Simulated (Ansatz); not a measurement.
# TaN: stress in a strained cell

Aim: deform TaN (equal xx and yy strain of -1 %) and compute stress, forces and field gradients with LAPW, PAW and all-electron datasets made for the crystal.

Program: Ansatz 0.2.0. Level of theory: DFT LDA, scalar-relativistic. These are calculated values, not measurements.

2 further runs of the same task are left out: 2 set aside as unsound or not needed.

### Step 1. Starting point

It takes space group P-6m2 (No. 187, hexagonal). Conventional cell: a = 2.938 Å, b = 2.938 Å, c = 2.883 Å, α = 90.00°, β = 90.00°, γ = 120.00°. Ta (site symmetry -6m2) is surrounded by 6 N at 2.23 Å. N (site symmetry -6m2) has 6 Ta at 2.23 Å as nearest neighbours.

As a file:

```
CELL_PARAMETERS angstrom
2.93800 0.00000 0.00000
-1.46900 2.54438 0.00000
0.00000 0.00000 2.88300
ATOMIC_POSITIONS crystal
Ta 0.33333 0.66667 0.50000
N 0.00000 0.00000 0.00000
```

Atoms are numbered in the order of the input: Ta1, N2.

### Step 2. The deformed structure

Space group P-6m2 before, P-6m2 after.

### Step 3. LAPW, all electrons

Input file input.yaml:

```yaml
crystal:
  lattice:
    - [2.9086188698, 0.0, 0.0]
    - [-1.4543094349, 2.5189378312, 0.0]
    - [0.0, 0.0, 2.883]
  atoms:
    - { symbol: Ta, position: [0.3333333333, 0.6666666667, 0.5] }
    - { symbol: "N", position: [0.0, 0.0, 0.0] }
kpoints:
  mp_grid: { grid: [12, 12, 10] }
  band_path:
    path:
      - [0.0, 0.0, 0.0]
      - [0.5, 0.0, 0.0]
      - [0.3333333333, 0.3333333333, 0.0]
      - [0.0, 0.0, 0.0]
      - [0.0, 0.0, 0.5]
      - [0.5, 0.0, 0.5]
      - [0.3333333333, 0.3333333333, 0.5]
      - [0.0, 0.0, 0.5]
      - [0.5, 0.0, 0.5]
    npoints: 5
scf:
  occupations: { method: fermi_dirac, width: 0.02 }
hamiltonian:
  xc: lda
  pseudopotentials: { kind: all_electron, lapw: { basis_error: 0.00025 } }
output:
  forces: true
  stress: true
  eigenvalues: true
```

Run with:

```sh
ansatz run input.yaml --threads 1 --pin off --max-ram 3072MiB --backend cpu --events-out ev --progress --plain --runs-dir out
```

### Step 4. Frozen-core PAW

Input file input.yaml:

```yaml
crystal:
  lattice:
    - [2.9086188698, 0.0, 0.0]
    - [-1.4543094349, 2.5189378312, 0.0]
    - [0.0, 0.0, 2.883]
  atoms:
    - { symbol: Ta, position: [0.3333333333, 0.6666666667, 0.5] }
    - { symbol: "N", position: [0.0, 0.0, 0.0] }
kpoints:
  mp_grid: { grid: [12, 12, 10] }
scf:
  occupations: { method: fermi_dirac, width: 0.02 }
hamiltonian:
  xc: lda
  pseudopotentials: { kind: paw }
output:
  forces: true
  stress: true
  eigenvalues: true
  efg: { contact_densities: true }
```

### Step 5. Datasets made for this crystal

Edit input.yaml of step 4 so:

```diff
@@ -14,3 +14,3 @@
   xc: lda
-  pseudopotentials: { kind: paw }
+  pseudopotentials: { kind: all_electron, datasets: crystal }
 output:
```

(Steps that only read results are left out.)

What does the calculation give? Wanted: pressure; largest shear or deviatoric stress.

**Answer**, as computed:

| quantity | value |
| --- | --- |
| pressure | LAPW -4.88, PAW -4.88, crystal datasets -4.88 GPa |
| largest shear or deviatoric stress (LAPW) | 4.92 GPa |

In words: Against the undeformed cell the largest change of stress is +8.56 GPa, in the xx component (others tie with it), with the atoms carried along and not relaxed. PAW: stress within 0.01 GPa of LAPW. Crystal datasets: stress within 0.01 GPa of LAPW. Spin-orbit coupling is left out, though the cell holds Ta; in elements this heavy it can shift bands and gaps by tenths of an eV.
